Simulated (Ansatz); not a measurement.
**SiBH3OF−: an energy map over bond length B2–F3 and bond length B2–Si4**

Method: RKS CAM-B3LYP-D4/def2-SVPD; program: Ansatz 0.2.0.

## (1) Where the work starts

7 atoms, charge -1, spin multiplicity 1.

Atoms are counted from 1 here; the program's logs count them from 0.

Bond lengths: O1–B2 1.279 Å, B2–F3 1.435 Å, B2–Si4 2.079 Å, Si4–H5 1.519 Å, Si4–H6 1.526 Å, Si4–H7 1.527 Å. Angles: O1–B2–F3 126.5°, O1–B2–Si4 124.6°, F3–B2–Si4 108.9°, B2–Si4–H5 114.4°, B2–Si4–H6 116.0°, B2–Si4–H7 116.4°, H5–Si4–H6 103.2°, H5–Si4–H7 103.2°, H6–Si4–H7 101.7°.

As a file:

```xyz
7
BFH3OSi
O     1.9780   -0.2500    1.1535
B     0.8090   -0.6298    0.8002
F     0.1395   -1.8295    1.2153
Si   -0.4361    0.4248   -0.4876
H     0.1673    1.7080   -1.0322
H    -1.7684    0.8868    0.0971
H    -0.8893   -0.3104   -1.7463
```

This geometry comes from a loose relaxation at PBE in a small basis, which is not shown.

## (3) Plan of the scan

- bond length B2–F3: 13 values from 1.164 to 2.130 Å
- bond length B2–Si4: 13 values from 1.777 to 2.893 Å

Nothing else is relaxed (all other coordinates rigid). Energies count from the relaxed molecule at the same level. Points are written as (first, second).

(The set-up runs are not shown.)

## (4) Grid point (1.728 Å, 2.335 Å)

File input.yaml:

```yaml
crystal:
  periodic: [false, false, false]
  atoms:
    - { symbol: O, position_ang: [1.957529, -0.256764, 1.14513] }
    - { symbol: B, position_ang: [0.800139, -0.62184, 0.790763] }
    - { symbol: F, position_ang: [-0.003583, -2.066406, 1.293996] }
    - { symbol: Si, position_ang: [-0.596717, 0.565132, -0.655652] }
    - { symbol: H, position_ang: [0.002765, 1.833947, -1.192405] }
    - { symbol: H, position_ang: [-1.910948, 1.011921, -0.064197] }
    - { symbol: H, position_ang: [-1.035651, -0.176875, -1.893972] }
total_charge: -1
basis:
  gaussian: { orbitals: def2-SVPD }
hamiltonian:
  xc: { name: CAM-B3LYP }
  dispersion: d4
output:
  forces: true
```

Run with:

```
ansatz run input.yaml --threads 1 --pin off --max-ram 2560MiB --backend cpu --events-out ev --progress --plain --runs-dir out
```

What time and memory should one allow on 1 thread of Arm Neoverse V1, shared host?

About 4 s, with a peak of 0.24 GiB.
